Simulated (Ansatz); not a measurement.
# AlGeH4N: functionals against CCSD(T) at one geometry

The task here is to estimate one member of a computed series from the others.

Method: single points in def2-TZVPP; program: Ansatz 0.2.0, Gaussian basis.

Cores are frozen in the correlated methods. Filled d shells of the heavier atoms are correlated. B3LYP uses VWN-RPA correlation.

## The system as given

7 atoms, charge 0, spin multiplicity 1.

Atoms are counted from 1 here; the program's logs count them from 0.

Bond lengths: N1–Al2 1.777 Å, N1–Ge3 2.131 Å, N1–H4 1.098 Å, Al2–Ge3 2.592 Å, Al2–H5 1.582 Å, Ge3–H6 1.666 Å, Ge3–H7 1.550 Å. Angles: Al2–N1–Ge3 82.6°, Al2–N1–H4 150.1°, Ge3–N1–H4 127.2°, N1–Al2–Ge3 54.6°, N1–Al2–H5 168.5°, Ge3–Al2–H5 135.7°, N1–Ge3–Al2 42.8°, N1–Ge3–H6 108.5°, N1–Ge3–H7 106.8°, Al2–Ge3–H6 129.6°, Al2–Ge3–H7 123.0°, H6–Ge3–H7 103.0°.

As a file:

```xyz
7
AlGeH4N
N    -0.7309   -0.6078   -0.5083
Al    0.1214    0.5291   -1.5749
Ge    0.5881    0.2062    0.9547
H    -1.5256   -1.3481   -0.3464
H     0.6173    1.5244   -2.7003
H    -0.3138    0.6872    2.2703
H     1.4206   -0.9750    1.5148
```

The first run:

File run/in.yaml:

```yaml
crystal:
  periodic: [false, false, false]
  atoms:
    - {symbol: N, position_ang: [-0.730900, -0.607800, -0.508300]}
    - {symbol: Al, position_ang: [0.121400, 0.529100, -1.574900]}
    - {symbol: Ge, position_ang: [0.588100, 0.206200, 0.954700]}
    - {symbol: H, position_ang: [-1.525600, -1.348100, -0.346400]}
    - {symbol: H, position_ang: [0.617300, 1.524400, -2.700300]}
    - {symbol: H, position_ang: [-0.313800, 0.687200, 2.270300]}
    - {symbol: H, position_ang: [1.420600, -0.975000, 1.514800]}
basis:
  gaussian: {orbitals: def2-TZVPP}
correlation: {method: ccsd_t}
output: {forces: true}
```

The command line of these runs was not kept.

Among the steps run: CCSD(T)/def2-TZVPP; PBE0-D4/def2-TZVPP; wB97M-V/def2-TZVPP; r2SCAN-D4/def2-TZVPP; PBE-D4/def2-TZVPP; wB97X-V/def2-TZVPP; B3LYP-D4/def2-TZVPP.

One of the session's tables, all rows but one given; the rest of the session is left out.

```
   method  RMS force component (eV/Å)  angle to CCSD(T) forces (°)  dipole (D)
  CCSD(T)                       1.039                    reference        2.50
  PBE0-D4                       1.068                          5.6        2.49
  wB97M-V                           ?                            ?           ?
r2SCAN-D4                       1.032                          5.0        2.51
   PBE-D4                       0.941                          7.6        2.35
  wB97X-V                       1.098                          5.6        2.62
 B3LYP-D4                       1.001                          5.8        2.54
```

Q: Estimate the row for wB97M-V from the others.

The run gave: RMS force component (eV/Å): 1.058; angle to CCSD(T) forces (°): 5.5; dipole (D): 2.69. In the column «RMS force component (eV/Å)» it lies between CCSD(T) (1.039) and PBE0-D4 (1.068).
